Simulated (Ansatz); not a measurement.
# Cl2F4Ta with multiplicity 2: two geometries relaxed

Are the two ends of the reaction (atom abstraction by a radical) separate minima, and which lies lower? Each is relaxed from a guess. Meant to form: Cl2–Cl7; to break: Ta1–Cl2. The start is a guess near the saddle point, from which both ends are pulled out.

Program: Ansatz 0.2.0. Level of theory: UKS PBE/def2-SVP. These are calculated values, not measurements.

### 1 The system as given

Bond lengths: Ta1–Cl2 2.720 Å, Ta1–F3 1.930 Å, Ta1–F4 1.930 Å, Ta1–F5 1.930 Å, Ta1–F6 1.930 Å, Cl2–Cl7 2.340 Å. Angles: Ta1–Cl2–Cl7 180.0°, Cl2–Ta1–F3 90.0°, Cl2–Ta1–F4 90.0°, Cl2–Ta1–F5 120.0°, Cl2–Ta1–F6 120.0°, F3–Ta1–F4 180.0°, F3–Ta1–F5 90.0°, F3–Ta1–F6 90.0°, F4–Ta1–F5 90.0°, F4–Ta1–F6 90.0°, F5–Ta1–F6 120.0°.

Structure file:

```xyz
7

Ta    0.0000    0.0000    0.0000
Cl    2.7200    0.0000    0.0000
F     0.0000    0.0000    1.9300
F     0.0000    0.0000   -1.9300
F    -0.9650    1.6714    0.0000
F    -0.9650   -1.6714    0.0000
Cl    5.0600    0.0000    0.0000
```

### 2 A restrained relaxation towards end A

Springs on the bonds that form and break draw the guess towards this end; the thresholds are loose.

File input.yaml:

```yaml
crystal:
  periodic: [false, false, false]
  atoms:
    - { symbol: Ta, position_ang: [0.0, 0.0, 0.0] }
    - { symbol: Cl, position_ang: [2.72, 0.0, 0.0] }
    - { symbol: F, position_ang: [0.0, 0.0, 1.93] }
    - { symbol: F, position_ang: [0.0, 0.0, -1.93] }
    - { symbol: F, position_ang: [-0.965, 1.6714, 0.0] }
    - { symbol: F, position_ang: [-0.965, -1.6714, 0.0] }
    - { symbol: Cl, position_ang: [5.06, 0.0, 0.0] }
magnetization:
  spin_polarized: true
  initial_magnetization: 1
basis:
  gaussian: { orbitals: def2-SVP }
hamiltonian:
  xc: pbe
relax:
  f_tol: 0.15
  max_steps: 25
  restrain:
    - { distance: [1, 6], at: 3.24, k: 30.0 }
    - { distance: [0, 1], at: 2.47, k: 30.0 }
```

Command:

```console
ansatz run input.yaml --threads 4 --pin off --max-ram 5120MiB --backend cpu --events-out ev --progress --plain --runs-dir out
```

What it wrote, cut to the lines that bear on the results:

```text
Warning: RAYON_NUM_THREADS=4 ignored (pool sized by the plan → 4); use --threads N
[...]
Functional definition: PBE
[...]
1286 factors; their error is unknown
[...]
mean field -37435.18014944 eV, -1375.7174960155 hartree, gradient 1.6e-5 eV, S^2 0.753745; 10 other end points of the search recorded, 0 dependent functions left out
[...]
reference -37435.18021620 eV, -1375.7174984690 hartree; 42, 41 occupied and 82, 83 virtual orbitals, 1286 factors
relax step   1: F+E_penalty+E_count = -37435.18014944 eV  Δ(F+E_penalty+E_count) = +0.000e0 eV  max|allowed force component| = 2.918e0 eV/Å  E_restraint = 13.08750000 eV  max|allowed force component, restraints' pulls added| = 3.742e1 eV/Å  Δτ_max = 0.0000 Å  (340 SCF iters, accepted)
[...]
relax step   3: F+E_penalty+E_count = -37436.18436687 eV  Δ(F+E_penalty+E_count) = -3.145e-1 eV  max|allowed force component| = 8.969e-1 eV/Å  E_restraint = 0.59424884 eV  max|allowed force component, restraints' pulls added| = 5.228e0 eV/Å  Δτ_max = 0.1992 Å  (56 SCF iters, accepted)
[...]
relax step   4: F+E_penalty+E_count = -37436.12222209 eV  Δ(F+E_penalty+E_count) = +6.214e-2 eV  max|allowed force component| = 1.413e0 eV/Å  E_restraint = 0.02951205 eV  max|allowed force component, restraints' pulls added| = 8.859e-2 eV/Å  Δτ_max = 0.1879 Å  (59 SCF iters, accepted)
  distance Cl 1 - Cl 6 = 3.2383 Å
  distance Ta 0 - Cl 1 = 2.4257 Å
1286 factors; their error is unknown
[...]
mean field -37436.12222209 eV, -1375.7521165469 hartree, gradient 1.4e-6 eV, S^2 0.751488; 12 other end points of the search recorded, 0 dependent functions left out
[...]
reference -37436.12228968 eV, -1375.7521190305 hartree; 42, 41 occupied and 82, 83 virtual orbitals, 1286 factors
Total energy: -37436.12228968 eV, -1375.7521190305 hartree
Atom 0 at    -0.057446    -0.000000     0.000000 Å, force     1.413129    -0.000000     0.000000 eV/Å
Atom 1 at     2.368230    -0.000000     0.000000 Å, force    -1.364089    -0.000000    -0.000000 eV/Å
Atom 2 at    -0.021447    -0.000000     1.892158 Å, force    -0.036106    -0.000000     0.013456 eV/Å
Atom 3 at    -0.021447    -0.000000    -1.892158 Å, force    -0.036106    -0.000000    -0.013456 eV/Å
Atom 4 at    -1.012220     1.602911    -0.000000 Å, force     0.052632    -0.088588    -0.000000 eV/Å
Atom 5 at    -1.012220    -1.602911    -0.000000 Å, force     0.052632     0.088588    -0.000000 eV/Å
Atom 6 at     5.606550     0.000000    -0.000000 Å, force    -0.082092     0.000000     0.000000 eV/Å
Dipole moment:    -0.225387    -0.000000     0.000000 e Å
```

Wall time 57 s (4 threads of Arm Neoverse V1, shared host); peak memory 0.35 GiB.

The steps of the relaxation:

| step | energy from step 1 (eV) | largest force component (eV/Å) |
| --- | --- | --- |
| 1 | 0.0000 | 2.9180 |
| 2 | -0.6898 | 2.2095 |
| 3 | -1.0042 | 0.8969 |
| 4 | -0.9421 | 1.4131 |

Step 1 is the start. Energies and forces in the table leave out the springs, which the log lists apart; the run stops on the force with the springs' pull added.

After: Bond lengths: Ta1–Cl2 2.426 Å, Ta1–F3 1.893 Å, Ta1–F4 1.893 Å, Ta1–F5 1.866 Å, Ta1–F6 1.866 Å. Angles: Cl2–Ta1–F3 88.9°, Cl2–Ta1–F4 88.9°, Cl2–Ta1–F5 120.8°, Cl2–Ta1–F6 120.8°, F3–Ta1–F4 177.8°, F3–Ta1–F5 90.6°, F3–Ta1–F6 90.6°, F4–Ta1–F5 90.6°, F4–Ta1–F6 90.6°, F5–Ta1–F6 118.4°.

Pairs that crossed the distance rule for bonds on the way: moved apart Cl2–Cl7.

### 3 Relaxing end A

It starts where the restrained run ended.

File input.yaml:

```yaml
crystal:
  periodic: [false, false, false]
  atoms:
    - { symbol: Ta, position_ang: [-0.057446, 0.0, 0.0] }
    - { symbol: Cl, position_ang: [2.36823, 0.0, 0.0] }
    - { symbol: F, position_ang: [-0.021447, 0.0, 1.892158] }
    - { symbol: F, position_ang: [-0.021447, 0.0, -1.892158] }
    - { symbol: F, position_ang: [-1.01222, 1.602911, 0.0] }
    - { symbol: F, position_ang: [-1.01222, -1.602911, 0.0] }
    - { symbol: Cl, position_ang: [5.60655, 0.0, 0.0] }
magnetization:
  spin_polarized: true
  initial_magnetization: 1
basis:
  gaussian: { orbitals: def2-SVP }
hamiltonian:
  xc: pbe
relax:
  f_tol: 0.03
  max_steps: 50
```

Command:

```console
ansatz run input.yaml --threads 4 --pin off --max-ram 5120MiB --backend cpu --events-out ev --progress --plain --runs-dir out
```

What it wrote, cut to the lines that bear on the results:

```text
Warning: RAYON_NUM_THREADS=4 ignored (pool sized by the plan → 4); use --threads N
[...]
Functional definition: PBE
[...]
1286 factors; their error is unknown
[...]
mean field -37436.12222156 eV, -1375.7521165275 hartree, gradient 6.4e-6 eV, S^2 0.751488; 11 other end points of the search recorded, 0 dependent functions left out
[...]
reference -37436.12228915 eV, -1375.7521190111 hartree; 42, 41 occupied and 82, 83 virtual orbitals, 1286 factors
relax step   1: F+E_penalty+E_count = -37436.12222156 eV  Δ(F+E_penalty+E_count) = +0.000e0 eV  max|allowed force component| = 1.413e0 eV/Å  Δτ_max = 0.0000 Å  (393 SCF iters, accepted)
[...]
relax step   7: F+E_penalty+E_count = -37436.23723037 eV  Δ(F+E_penalty+E_count) = -1.955e-3 eV  max|allowed force component| = 7.305e-2 eV/Å  Δτ_max = 0.0566 Å  (54 SCF iters, accepted)
[...]
mean field -37436.23842304 eV, -1375.7563868529 hartree, gradient 5.8e-6 eV, S^2 0.751459; 10 other end points of the search recorded, 0 dependent functions left out
[...]
reference -37436.23848949 eV, -1375.7563892951 hartree; 42, 41 occupied and 82, 83 virtual orbitals, 1286 factors
Total energy: -37436.23848949 eV, -1375.7563892951 hartree
Atom 0 at     0.038636     0.000000     0.000000 Å, force    -0.005658     0.000000    -0.000000 eV/Å
Atom 1 at     2.339396    -0.000000    -0.000000 Å, force     0.005737    -0.000000     0.000000 eV/Å
Atom 2 at    -0.122123    -0.000000     1.888528 Å, force     0.001000     0.000000     0.000370 eV/Å
Atom 3 at    -0.122123    -0.000000    -1.888528 Å, force     0.001000    -0.000000    -0.000370 eV/Å
Atom 4 at    -0.815789     1.663762     0.000000 Å, force     0.002973    -0.010216     0.000000 eV/Å
Atom 5 at    -0.815789    -1.663762    -0.000000 Å, force     0.002973     0.010216    -0.000000 eV/Å
Atom 6 at     5.347791     0.000000    -0.000000 Å, force    -0.008026     0.000000     0.000000 eV/Å
Dipole moment:    -0.003109    -0.000000    -0.000000 e Å
```

Run time: 86 s. Hardware: 4 threads of Arm Neoverse V1, shared host; peak memory 0.33 GiB.

Step by step:

| step | energy from step 1 (eV) | largest force component (eV/Å) |
| --- | --- | --- |
| 1 | 0.0000 | 1.4131 |
| 2 | -0.0583 | 1.1651 |
| 3 | -0.0968 | 0.0977 |
| 4 | -0.1024 | 0.2606 |
| 5 | -0.1102 | 0.0489 |
| 6 | -0.1131 | 0.0732 |
| 7 | -0.1150 | 0.0730 |
| 8 | -0.1162 | 0.0102 |

Step 1 is the start.

After: Bond lengths: Ta1–Cl2 2.301 Å, Ta1–F3 1.895 Å, Ta1–F4 1.895 Å, Ta1–F5 1.870 Å, Ta1–F6 1.870 Å. Angles: Cl2–Ta1–F3 94.9°, Cl2–Ta1–F4 94.9°, Cl2–Ta1–F5 117.2°, Cl2–Ta1–F6 117.2°, F3–Ta1–F4 170.3°, F3–Ta1–F5 87.8°, F3–Ta1–F6 87.8°, F4–Ta1–F5 87.8°, F4–Ta1–F6 87.8°, F5–Ta1–F6 125.6°.

### 4 Pulling towards end B

Springs on the bonds that form and break draw the guess towards this end; the thresholds are loose.

File input.yaml:

```yaml
crystal:
  periodic: [false, false, false]
  atoms:
    - { symbol: Ta, position_ang: [0.0, 0.0, 0.0] }
    - { symbol: Cl, position_ang: [2.72, 0.0, 0.0] }
    - { symbol: F, position_ang: [0.0, 0.0, 1.93] }
    - { symbol: F, position_ang: [0.0, 0.0, -1.93] }
    - { symbol: F, position_ang: [-0.965, 1.6714, 0.0] }
    - { symbol: F, position_ang: [-0.965, -1.6714, 0.0] }
    - { symbol: Cl, position_ang: [5.06, 0.0, 0.0] }
magnetization:
  spin_polarized: true
  initial_magnetization: 1
basis:
  gaussian: { orbitals: def2-SVP }
hamiltonian:
  xc: pbe
relax:
  f_tol: 0.15
  max_steps: 25
  restrain:
    - { distance: [1, 6], at: 2.04, k: 30.0 }
    - { distance: [0, 1], at: 3.67, k: 30.0 }
output:
  orbitals: {}
```

Command:

```console
ansatz run input.yaml --threads 4 --pin off --max-ram 5120MiB --backend cpu --events-out ev --progress --plain --runs-dir out
```

What it wrote:

```text
Warning: RAYON_NUM_THREADS=4 ignored (pool sized by the plan → 4); use --threads N
The last accepted step is kept in <dir> (removed where the run ends without a failure and the disk answers)
Engine: ansatz 0.2.0, aarch64-unknown-linux-gnu
Functional definition: PBE
  parameter kappa = 0.804
  parameter beta = 0.06672455060314922
  exchange = pbe_x(kappa = kappa, mu = beta*pi^2/3)
  correlation = pbe_c(beta = beta)
1286 factors; their error is unknown
mean field evaluation 1: about -37424.9554 eV, gradient 5.2e1 eV
mean field evaluation 2: about -37072.6779 eV, gradient 2.4e2 eV
mean field evaluation 4: about -37417.5024 eV, gradient 5.3e1 eV
mean field evaluation 8: about -37435.1801 eV, gradient 1.2e-1 eV
mean field evaluation 16: about -37418.5690 eV, gradient 3.6e1 eV
mean field evaluation 32: about -37434.4277 eV, gradient 8.4e-5 eV
mean field evaluation 64: about -37419.4434 eV, gradient 3.6e1 eV
mean field -37435.18014944 eV, -1375.7174960155 hartree, gradient 1.6e-5 eV, S^2 0.753745; 10 other end points of the search recorded, 0 dependent functions left out
the calculation of the forces begins
reference -37435.18021620 eV, -1375.7174984690 hartree; 42, 41 occupied and 82, 83 virtual orbitals, 1286 factors
relax step   1: F+E_penalty+E_count = -37435.18014944 eV  Δ(F+E_penalty+E_count) = +0.000e0 eV  max|allowed force component| = 2.918e0 eV/Å  E_restraint = 14.88750000 eV  max|allowed force component, restraints' pulls added| = 3.458e1 eV/Å  Δτ_max = 0.0000 Å  (340 SCF iters, accepted)
  distance Cl 1 - Cl 6 = 2.3400 Å
  distance Ta 0 - Cl 1 = 2.7200 Å
these checks for a lower state are left out or cut short: starts, cluster_reference, orbital_swaps, neighbouring_geometries, increment
1286 factors; their error is unknown
mean field evaluation 96: about -37434.6722 eV, gradient 2.7e-5 eV
mean field -37434.67215348 eV, -1375.6988275083 hartree, gradient 2.7e-5 eV, S^2 0.753600; 0 other end points of the search recorded, 0 dependent functions left out
the calculation of the forces begins
reference -37434.67221994 eV, -1375.6988299508 hartree; 42, 41 occupied and 82, 83 virtual orbitals, 1286 factors
relax step   2: F+E_penalty+E_count = -37434.67215348 eV  Δ(F+E_penalty+E_count) = +5.080e-1 eV  max|allowed force component| = 1.794e0 eV/Å  E_restraint = 5.14061918 eV  max|allowed force component, restraints' pulls added| = 1.861e1 eV/Å  Δτ_max = 0.1948 Å  (48 SCF iters, accepted)
  distance Cl 1 - Cl 6 = 2.1439 Å
  distance Ta 0 - Cl 1 = 3.0939 Å
these checks for a lower state are left out or cut short: starts, cluster_reference, orbital_swaps, neighbouring_geometries, increment
1286 factors; their error is unknown
mean field -37434.34340293 eV, -1375.6867461483 hartree, gradient 1.9e-5 eV, S^2 0.751976; 0 other end points of the search recorded, 0 dependent functions left out
the calculation of the forces begins
reference -37434.34346953 eV, -1375.6867485959 hartree; 42, 41 occupied and 82, 83 virtual orbitals, 1286 factors
relax step   3: F+E_penalty+E_count = -37434.34340293 eV  Δ(F+E_penalty+E_count) = +3.288e-1 eV  max|allowed force component| = 1.809e0 eV/Å  E_restraint = 0.50496199 eV  max|allowed force component, restraints' pulls added| = 3.861e0 eV/Å  Δτ_max = 0.1978 Å  (43 SCF iters, accepted)
  distance Cl 1 - Cl 6 = 2.0121 Å
  distance Ta 0 - Cl 1 = 3.4887 Å
these checks for a lower state are left out or cut short: starts, cluster_reference, orbital_swaps, neighbouring_geometries, increment
1286 factors; their error is unknown
mean field -37434.51703622 eV, -1375.6931270539 hartree, gradient 2.2e-5 eV, S^2 0.751798; 0 other end points of the search recorded, 0 dependent functions left out
the calculation of the forces begins
reference -37434.51710308 eV, -1375.6931295110 hartree; 42, 41 occupied and 82, 83 virtual orbitals, 1286 factors
relax step   4: F+E_penalty+E_count = -37434.51703622 eV  Δ(F+E_penalty+E_count) = -1.736e-1 eV  max|allowed force component| = 8.487e-1 eV/Å  E_restraint = 0.00855629 eV  max|allowed force component, restraints' pulls added| = 3.637e-1 eV/Å  Δτ_max = 0.1379 Å  (42 SCF iters, accepted)
  distance Cl 1 - Cl 6 = 2.0637 Å
  distance Ta 0 - Cl 1 = 3.6673 Å
these checks for a lower state are left out or cut short: starts, cluster_reference, orbital_swaps, neighbouring_geometries, increment
1286 factors; their error is unknown
mean field -37434.53055574 eV, -1375.6936238871 hartree, gradient 1.0e-5 eV, S^2 0.751630; 0 other end points of the search recorded, 0 dependent functions left out
the calculation of the forces begins
reference -37434.53062262 eV, -1375.6936263451 hartree; 42, 41 occupied and 82, 83 virtual orbitals, 1286 factors
relax step   5: F+E_penalty+E_count = -37434.53055574 eV  Δ(F+E_penalty+E_count) = -1.352e-2 eV  max|allowed force component| = 1.109e0 eV/Å  E_restraint = 0.00624848 eV  max|allowed force component, restraints' pulls added| = 2.993e-1 eV/Å  Δτ_max = 0.0982 Å  (42 SCF iters, accepted)
  distance Cl 1 - Cl 6 = 2.0586 Å
  distance Ta 0 - Cl 1 = 3.6616 Å
these checks for a lower state are left out or cut short: starts, cluster_reference, orbital_swaps, neighbouring_geometries, increment
1286 factors; their error is unknown
mean field evaluation 128: about -37434.5398 eV, gradient 1.5e-1 eV
mean field -37434.54010377 eV, -1375.6939747709 hartree, gradient 1.6e-5 eV, S^2 0.751687; 0 other end points of the search recorded, 0 dependent functions left out
the calculation of the forces begins
reference -37434.54017061 eV, -1375.6939772273 hartree; 42, 41 occupied and 82, 83 virtual orbitals, 1286 factors
relax step   6: F+E_penalty+E_count = -37434.54010377 eV  Δ(F+E_penalty+E_count) = -9.548e-3 eV  max|allowed force component| = 9.700e-1 eV/Å  E_restraint = 0.00915385 eV  max|allowed force component, restraints' pulls added| = 3.067e-2 eV/Å  Δτ_max = 0.0362 Å  (38 SCF iters, accepted)
  distance Cl 1 - Cl 6 = 2.0626 Å
  distance Ta 0 - Cl 1 = 3.6601 Å
1286 factors; their error is unknown
mean field evaluation 160: about -37433.9043 eV, gradient 2.2e0 eV
mean field -37434.54010377 eV, -1375.6939747709 hartree, gradient 1.8e-5 eV, S^2 0.751687; 2 other end points of the search recorded, 0 dependent functions left out
the calculation of the forces begins
reference -37434.54017061 eV, -1375.6939772273 hartree; 42, 41 occupied and 82, 83 virtual orbitals, 1286 factors
Total energy: -37434.54017061 eV, -1375.6939772273 hartree
Atom 0 at    -0.471929    -0.000000    -0.000000 Å, force     0.308498     0.000000    -0.000000 eV/Å
Atom 1 at     3.188176     0.000000     0.000000 Å, force    -0.969959     0.000000     0.000000 eV/Å
Atom 2 at     0.141476    -0.000000     1.775745 Å, force    -0.009683    -0.000000    -0.030666 eV/Å
Atom 3 at     0.141476    -0.000000    -1.775745 Å, force    -0.009683     0.000000     0.030666 eV/Å
Atom 4 at    -1.200005     1.728113     0.000000 Å, force     0.005052    -0.010323    -0.000000 eV/Å
Atom 5 at    -1.200005    -1.728113    -0.000000 Å, force     0.005052     0.010323     0.000000 eV/Å
Atom 6 at     5.250811    -0.000000    -0.000000 Å, force     0.670723    -0.000000    -0.000000 eV/Å
Dipole moment:    -0.368276    -0.000000    -0.000000 e Å
```

Run time: 34 s. Hardware: 4 threads of Arm Neoverse V1, shared host; peak memory 0.34 GiB.

The steps of the relaxation:

| step | energy from step 1 (eV) | largest force component (eV/Å) |
| --- | --- | --- |
| 1 | 0.0000 | 2.9180 |
| 2 | 0.5080 | 1.7937 |
| 3 | 0.8367 | 1.8088 |
| 4 | 0.6631 | 0.8487 |
| 5 | 0.6496 | 1.1087 |
| 6 | 0.6400 | 0.9700 |

Step 1 is the start. Energies and forces in the table leave out the springs, which the log lists apart; the run stops on the force with the springs' pull added.

After: Bond lengths: Ta1–F3 1.879 Å, Ta1–F4 1.879 Å, Ta1–F5 1.875 Å, Ta1–F6 1.875 Å, Cl2–Cl7 2.063 Å. Angles: F3–Ta1–F4 141.9°, F3–Ta1–F5 97.3°, F3–Ta1–F6 97.3°, F4–Ta1–F5 97.3°, F4–Ta1–F6 97.3°, F5–Ta1–F6 134.3°.

Pairs that crossed the distance rule for bonds on the way: moved apart Ta1–Cl2.

### 5 End point B

It starts where the restrained run ended.

File input.yaml:

```yaml
crystal:
  periodic: [false, false, false]
  atoms:
    - { symbol: Ta, position_ang: [-0.471929, 0.0, 0.0] }
    - { symbol: Cl, position_ang: [3.188176, 0.0, 0.0] }
    - { symbol: F, position_ang: [0.141476, 0.0, 1.775745] }
    - { symbol: F, position_ang: [0.141476, 0.0, -1.775745] }
    - { symbol: F, position_ang: [-1.200005, 1.728113, 0.0] }
    - { symbol: F, position_ang: [-1.200005, -1.728113, 0.0] }
    - { symbol: Cl, position_ang: [5.250811, 0.0, 0.0] }
magnetization:
  spin_polarized: true
  initial_magnetization: 1
basis:
  gaussian: { orbitals: def2-SVP }
hamiltonian:
  xc: pbe
relax:
  f_tol: 0.03
  max_steps: 50
```

Command:

```console
ansatz run input.yaml --threads 4 --pin off --max-ram 5120MiB --backend cpu --events-out ev --progress --plain --runs-dir out
```

What it wrote, cut to the lines that bear on the results:

```text
Warning: RAYON_NUM_THREADS=4 ignored (pool sized by the plan → 4); use --threads N
[...]
Functional definition: PBE
[...]
1286 factors; their error is unknown
[...]
mean field -37434.54010375 eV, -1375.6939747703 hartree, gradient 3.6e-5 eV, S^2 0.751687; 1 other end points of the search recorded, 0 dependent functions left out
[...]
reference -37434.54017060 eV, -1375.6939772267 hartree; 42, 41 occupied and 82, 83 virtual orbitals, 1286 factors
relax step   1: F+E_penalty+E_count = -37434.54010375 eV  Δ(F+E_penalty+E_count) = +0.000e0 eV  max|allowed force component| = 9.700e-1 eV/Å  Δτ_max = 0.0000 Å  (90 SCF iters, accepted)
[...]
relax step   3: F+E_penalty+E_count = -37434.87612820 eV  Δ(F+E_penalty+E_count) = -2.031e-1 eV  max|allowed force component| = 1.428e0 eV/Å  Δτ_max = 0.1947 Å  (42 SCF iters, accepted)
[...]
mean field -37436.23842818 eV, -1375.7563870420 hartree, gradient 7.9e-6 eV, S^2 0.751455; 10 other end points of the search recorded, 0 dependent functions left out
[...]
reference -37436.23849460 eV, -1375.7563894827 hartree; 42, 41 occupied and 82, 83 virtual orbitals, 1286 factors
Total energy: -37436.23849460 eV, -1375.7563894827 hartree
Atom 0 at     0.038828    -0.000000     0.000000 Å, force     0.020516    -0.000000    -0.000000 eV/Å
Atom 1 at     2.343221    -0.000000     0.000000 Å, force    -0.023583    -0.000000     0.000000 eV/Å
Atom 2 at    -0.102802     0.000000     1.890173 Å, force     0.002666    -0.000000     0.003070 eV/Å
Atom 3 at    -0.102802     0.000000    -1.890173 Å, force     0.002666    -0.000000    -0.003070 eV/Å
Atom 4 at    -0.831526     1.653806     0.000000 Å, force     0.001557     0.014760    -0.000000 eV/Å
Atom 5 at    -0.831526    -1.653806     0.000000 Å, force     0.001557    -0.014760    -0.000000 eV/Å
Atom 6 at     5.336606     0.000000    -0.000000 Å, force    -0.005380     0.000000     0.000000 eV/Å
Dipole moment:    -0.021937    -0.000000     0.000000 e Å
```

Run time: 58 s. Hardware: 4 threads of Arm Neoverse V1, shared host; peak memory 0.33 GiB.

Step by step:

| step | energy from step 1 (eV) | largest force component (eV/Å) |
| --- | --- | --- |
| 1 | 0.0000 | 0.9700 |
| 2 | -0.1329 | 0.9886 |
| 3 | -0.3360 | 1.4279 |
| 4 | -0.6764 | 2.1459 |
| 5 | -1.1083 | 1.8225 |
| 6 | -1.2567 | 3.4580 |
| 7 | -1.6072 | 0.3377 |
| 8 | -1.6676 | 0.1403 |
| 9 | -1.6872 | 0.1645 |
| 10 | -1.6943 | 0.2122 |
| 11 | -1.6983 | 0.0236 |

Step 1 is the start.

After: Bond lengths: Ta1–Cl2 2.304 Å, Ta1–F3 1.895 Å, Ta1–F4 1.895 Å, Ta1–F5 1.869 Å, Ta1–F6 1.869 Å. Angles: Cl2–Ta1–F3 94.3°, Cl2–Ta1–F4 94.3°, Cl2–Ta1–F5 117.8°, Cl2–Ta1–F6 117.8°, F3–Ta1–F4 171.4°, F3–Ta1–F5 88.0°, F3–Ta1–F6 88.0°, F4–Ta1–F5 88.0°, F4–Ta1–F6 88.0°, F5–Ta1–F6 124.5°.

Pairs that crossed the distance rule for bonds on the way: came closer Ta1–Cl2; moved apart Cl2–Cl7.

### 6 Outcome

```
                           quantity                     value
                              end A   7 moves, 0.116 eV lower
                              end B  10 moves, 1.698 eV lower
largest difference between the ends                    0.02 Å
            end B relative to end A                 -0.000 eV
```

**Reading.** The two relaxations end at one structure, within 0.02 Å: no second minimum was found from this start, which doesn't rule one out.
